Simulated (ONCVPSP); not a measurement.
# Pr: generating and testing an ONCV potential

Do these settings give a usable potential? It is generated, then checked for transferability, scattering, ghosts and hardness.

Program: ONCVPSP 4.0.1.1 (patched build). Reference atom: PBE, scalar-relativistic, spherical and spin-unpolarised. All values are calculated.

15 further runs of the same task are left out: 7 that didn't finish, 8 set aside as unsound or not needed.

### 1 Starting point

The settings as typed:

| Item | Value |
| --- | --- |
| element | praseodymium (Pr, Z = 59) |
| type | optimised norm-conserving Vanderbilt (ONCV) |
| frozen core | [Kr] 4d10 |
| valence charge | 13 |
| reference configuration | 4f3 5s2 5p6 6s2 |
| partial waves | 5s+6s: rc 2.55 bohr, ncon 3, nbas 8, qcut 4.8 1/bohr, 2 projectors; 5p: rc 2.40 bohr, ncon 5, nbas 9, qcut 5 1/bohr, 2 projectors, debl 1.9 Ha; d scattering state at 0.33 Ha: rc 1.95 bohr, ncon 4, nbas 9, qcut 5.5 1/bohr, 2 projectors, debl 3.9 Ha; 4f: rc 1.75 bohr, ncon 5, nbas 9, qcut 9.2 1/bohr, 3 projectors, debl 1 Ha |
| local potential | polynomial inside 1.25 bohr (lpopt 5, dvloc0 0 Ha) |
| core correction | Teter function, fcfact 1.75, rcfact 1.35 |

The outer shells as boxes (Hund's rule for the drawing; the calculation is spin-unpolarised):

```
[Kr] core
4d [↑↓][↑↓][↑↓][↑↓][↑↓]
4f [↑ ][↑ ][↑ ][  ][  ][  ][  ]
5s [↑↓]
5p [↑↓][↑↓][↑↓]
6s [↑↓]
```

### 2 Generating the potential

File Pr.dat:

```
# ATOM AND REFERENCE CONFIGURATION
# atsym  z   nc   nv     iexc    psfile
  Pr 59.00    9    4        4      upf
#
#   n    l    f
    1    0    2.00
    2    0    2.00
    2    1    6.00
    3    0    2.00
    3    1    6.00
    3    2   10.00
    4    0    2.00
    4    1    6.00
    4    2   10.00
    4    3    3.00
    5    0    2.00
    5    1    6.00
    6    0    2.00
#
# PSEUDOPOTENTIAL AND OPTIMIZATION
# lmax
    3
#
#   l,   rc,      ep,       ncon, nbas, qcut
    0    2.55    0.00    3    8    4.80
    1    2.40    0.00    5    9    5.00
    2    1.95    0.33    4    9    5.50
    3    1.75    0.00    5    9    9.20
#
# LOCAL POTENTIAL
# lloc, lpopt,  rc(5),   dvloc0
    4    5    1.25    0.00
#
# VANDERBILT-KLEINMAN-BYLANDER PROJECTORs
# l, nproj, debl
    0    2    3.80
    1    2    1.90
    2    2    3.90
    3    3    1.00
#
# MODEL CORE CHARGE
# icmod, fcfact, rcfact
    3    1.75    1.35
#
# LOG DERIVATIVE ANALYSIS
# epsh1, epsh2, depsh
   -3.00    5.00    0.02
#
# OUTPUT GRID
# rlmax, drl
    6.00    0.01
#
# TEST CONFIGURATIONS
# ncnf
    4
# nvcnf
#   n    l    f
    4
    4    3    3.00
    5    0    2.00
    5    1    6.00
    6    0    1.00
#
    4
    4    3    3.00
    5    0    2.00
    5    1    6.00
    6    0    0.00
#
    4
    4    3    2.00
    5    0    2.00
    5    1    6.00
    6    0    0.00
#
    4
    4    3    2.00
    5    0    2.00
    5    1    6.00
    6    0    2.00
#
```

Started as:

```
$ oncvpsp.x < Pr.dat > Pr.out
```

What does the calculation give? Wanted: cutoffs for 1 and 0.1 mHa per electron, occupied waves; bound ghosts; GHOST(+) flags; largest phase difference near zero energy, channels read; rms error of d²Exc/dn², without and with the model core; projector energies reset by the program.

**Answer**, as computed:

| quantity | value |
| --- | --- |
| cutoffs for 1 and 0.1 mHa per electron, occupied waves | 42 Ha and 111 Ha |
| bound ghosts | s at -49.18 eV |
| GHOST(+) flags | p at 105 eV, f at 2569 eV |
| largest phase difference near zero energy, channels read | 0.002 rad |
| rms error of d²Exc/dn², without and with the model core | 9.44 and 6.26 mHa |
| projector energies reset by the program | d: 0.050, 3.950 Ha |

It has a bound ghost (s), a state that the atom doesn't have, and that rules the file out. By its cutoff, 42 Ha for the looser tolerance, it is hard. The tighter tolerance needs 111 Ha, and converged work needs a cutoff nearer that. At the looser tolerance the 4f wave is the slowest; 5p needs 9 Ha. Near zero energy the phases of the channels with partial waves agree within 0.002 rad. The pseudo curves have a pole with no partner nearby in the atom's: s at -1.80 Ha. The program also flags highly localised states, GHOST(+) (p, f). These are tests on the free atom; a crystal test is still owed.
